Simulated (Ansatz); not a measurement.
# FH₃SSi₂: up Jacob's ladder to CCSD(T)

An exercise on one series of results from a longer session: the logs are not shown, and one member is left open.

Computed with Ansatz 0.2.0, Gaussian basis. Level: functionals in def2-TZVPP, the program's frozen cores in correlated methods.

Levels to be run: LDA (SPW92), PBE-D4, revPBE-D4, BLYP-D4, r2SCAN-D4, B97M-V, PBE0-D4, B3LYP-D4, r2SCANh-D4, r2SCAN0-D4, HSE06-D4, BHLYP-D4, CAM-B3LYP-D4, LC-ωPBE, ωB97X-V, ωB97M-V, B2PLYP, PBE-QIDH; CCSD(T)/def2-SVP; CCSD(T)/def2-TZVPP; MP2/def2-QZVPP; extrapolation to the limit; RPA on PBE.

## The relaxed structure

All runs share one geometry, relaxed beforehand with PBE0-D4 in a triple-zeta def2 set.

7 atoms, charge 0, spin multiplicity 1.

Atoms are counted from 1 here; the program's logs count them from 0.

Bond lengths: F1–Si2 1.595 Å, Si2–Si3 2.236 Å, Si2–S4 2.119 Å, Si2–H5 1.476 Å, Si3–S4 2.174 Å, Si3–H6 1.481 Å, Si3–H7 1.482 Å. Angles: F1–Si2–Si3 121.7°, F1–Si2–S4 116.4°, F1–Si2–H5 106.7°, Si3–Si2–S4 59.8°, Si3–Si2–H5 127.5°, S4–Si2–H5 116.5°, Si2–Si3–S4 57.4°, Si2–Si3–H6 121.7°, Si2–Si3–H7 124.1°, S4–Si3–H6 114.2°, S4–Si3–H7 114.6°, H6–Si3–H7 111.7°, Si2–S4–Si3 62.8°.

Coordinates:

```xyz
7
FH3SSi2
F    -2.3219    0.2896    0.2558
Si   -0.9169    0.3199   -0.4988
Si    1.0008   -0.1125    0.5673
S     0.0518   -1.5456   -0.7642
H    -1.1049    1.1415   -1.7101
H     1.0234   -0.5263    1.9895
H     2.3288    0.3655    0.1148
```

Set-up of the first run:

in.yaml reads:

```yaml
crystal:
  periodic: [false, false, false]
  atoms:
    - {symbol: F, position_ang: [-2.321868, 0.289562, 0.255807]}
    - {symbol: Si, position_ang: [-0.916891, 0.319915, -0.498824]}
    - {symbol: Si, position_ang: [1.000836, -0.112529, 0.567285]}
    - {symbol: S, position_ang: [0.051808, -1.545576, -0.764186]}
    - {symbol: H, position_ang: [-1.104910, 1.141498, -1.710147]}
    - {symbol: H, position_ang: [1.023429, -0.526350, 1.989458]}
    - {symbol: H, position_ang: [2.328796, 0.365479, 0.114808]}
basis:
  gaussian: {orbitals: def2-TZVPP}
hamiltonian: {xc: lda}
output: {orbitals: {seedname: orbitals}}
```

On the command line:

```bash
$ ansatz run in.yaml --threads 2 --pin off --events-out ev --progress --plain --max-ram 4352MiB
```

Among the steps run: LDA; PBE-D4 (GGA); revPBE-D4 (GGA); BLYP-D4 (GGA); r2SCAN-D4 (meta-GGA); B97M-V (meta-GGA); PBE0-D4 (hybrid); B3LYP-D4 (hybrid); r2SCANh-D4 (hybrid); r2SCAN0-D4 (hybrid); HSE06-D4 (hybrid); BHLYP-D4 (hybrid); CAM-B3LYP-D4 (range-separated); LC-ωPBE (range-separated); ωB97X-V (range-separated); ωB97M-V (range-separated); B2PLYP (double hybrid); PBE-QIDH (double hybrid).

One table of the session follows, with a row left open; its other results are not shown here.

It belongs to the step «Frontier levels by functional». 

| functional | HOMO (eV) | gap (eV) |
| --- | --- | --- |
| LDA (SPW92) | -6.50 | 4.76 |
| PBE-D4 | -6.38 | 4.87 |
| revPBE-D4 | -6.34 | 4.92 |
| BLYP-D4 | ? | ? |
| r2SCAN-D4 | -6.62 | 5.39 |
| B97M-V | -6.67 | 5.34 |
| PBE0-D4 | -7.44 | 6.79 |
| B3LYP-D4 | -7.23 | 6.39 |
| r2SCANh-D4 | -7.00 | 6.08 |
| r2SCAN0-D4 | -7.59 | 7.10 |
| HSE06-D4 | -7.05 | 6.02 |
| BHLYP-D4 | -8.37 | 8.65 |
| CAM-B3LYP-D4 | -8.65 | 9.05 |
| LC-ωPBE | -9.93 | 11.46 |
| ωB97X-V | -9.61 | 11.04 |
| ωB97M-V | -9.40 | 10.56 |

Estimate the missing values for BLYP-D4.

Worked estimate for «HOMO (eV)». Against the share of exact exchange, B3LYP-D4 (0.2, -7.23), BHLYP-D4 (0.5, -8.37) give a slope of -3.80 per unit share; at 0 the line stands at -6.47.

As computed: HOMO (eV): -6.22; gap (eV): 4.86. In «HOMO (eV)» the line misses by -0.25.
